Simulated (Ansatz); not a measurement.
**GaPHS (quartet): the correlation ladder, cc-pVDZ**

Aim: climb from Hartree-Fock through coupled cluster and multireference methods for GaPHS (quartet) at one geometry and basis, and see what each rung misses.

Program: Ansatz 0.2.0, Gaussian basis. Level of theory: cc-pVDZ, core rule «outside noble gas», up to 24 orbitals frozen. These are calculated values, not measurements.

The runs, in order: UHF; CCSD(T) on ROHF; CCSD(T) on UHF; BCCD(T) on ROHF; CISD; CCSDT(Q) on ROHF; CCSDT(Q) on UHF; CASSCF and NEVPT2, 11 electrons in 11 orbitals.

27 further runs of the same task are left out: 6 for a known fault of the program, 9 that didn't finish, 12 set aside as unsound or not needed.

### 1 The system

The geometry is a PBE0/def2-TZVP stationary point (not a proven minimum) of the parent state, kept for this charge and spin. No spin-orbit coupling is included. The filled d shell of Ga may be among the frozen orbitals whatever the setting's name suggests; the logs give the count.

4 atoms, charge 0, spin multiplicity 4.

Atoms are counted from 1 here; the program's logs count them from 0.

Bond lengths: Ga1–P2 2.458 Å, P2–S3 2.082 Å, S3–H4 1.347 Å. Angles: Ga1–P2–S3 86.7°, P2–S3–H4 99.6°.

### 2 UHF

Contents of in.yaml:

```yaml
crystal:
  periodic: [false, false, false]
  atoms:
    - {symbol: Ga, position_ang: [0.000000, -0.181071, 1.254308]}
    - {symbol: P, position_ang: [0.000000, 1.130788, -0.824606]}
    - {symbol: S, position_ang: [0.000000, -0.690919, -1.833298]}
    - {symbol: H, position_ang: [0.000000, -0.243652, -3.103616]}
basis:
  gaussian: {orbitals: cc-pVDZ}
magnetization: {spin_polarized: true, initial_magnetization: 3}
hamiltonian: {xc: hf}
output: {orbitals: {seedname: orbitals}}
```

Command:

```bash
ansatz run in.yaml --threads 1 --pin off --events-out ev --progress --plain --max-ram 2393MiB
```

Further steps of the session: CCSD(T) on ROHF; CCSD(T) on UHF; BCCD(T) on ROHF; CISD; CCSDT(Q) on ROHF; CCSDT(Q) on UHF; CASSCF and NEVPT2, 11 electrons in 11 orbitals.

Q: Predict the results of all the runs planned. Wanted: UCCSDT(Q) below the RHF energy; RMP2 from UCCSDT(Q); UMP2 from UCCSDT(Q); RCCSD from UCCSDT(Q); RCCSD(T) from UCCSDT(Q); UCCSD(T) from UCCSDT(Q); RCCSDT(Q) from UCCSDT(Q); NEVPT2 valence from UCCSDT(Q); T1 diagnostic.

**Answer**, as computed:

| quantity | value |
| --- | --- |
| UCCSDT(Q) below the RHF energy | -8.8649 eV |
| RMP2 from UCCSDT(Q) | +144.3 kJ/mol |
| UMP2 from UCCSDT(Q) | +149.2 kJ/mol |
| RCCSD from UCCSDT(Q) | +40.4 kJ/mol |
| RCCSD(T) from UCCSDT(Q) | +8.0 kJ/mol |
| UCCSD(T) from UCCSDT(Q) | +7.5 kJ/mol |
| RCCSDT(Q) from UCCSDT(Q) | +1.0 kJ/mol |
| NEVPT2 valence from UCCSDT(Q) | +129.8 kJ/mol |
| levels within 1 kcal/mol (43 meV) | RCCSDT, UCCSDT, RCCSDT(Q) |
| T1 diagnostic | 0.040 |
| effectively unpaired electrons | 3.03 |

What this shows: RCCSD(T) lands +8.0 kJ/mol from the yardstick (0.9 % of the correlation energy). One determinant dominates. These misses are within one basis, not against nature; the frozen cores of restricted and unrestricted runs differ, which can shift their rows.
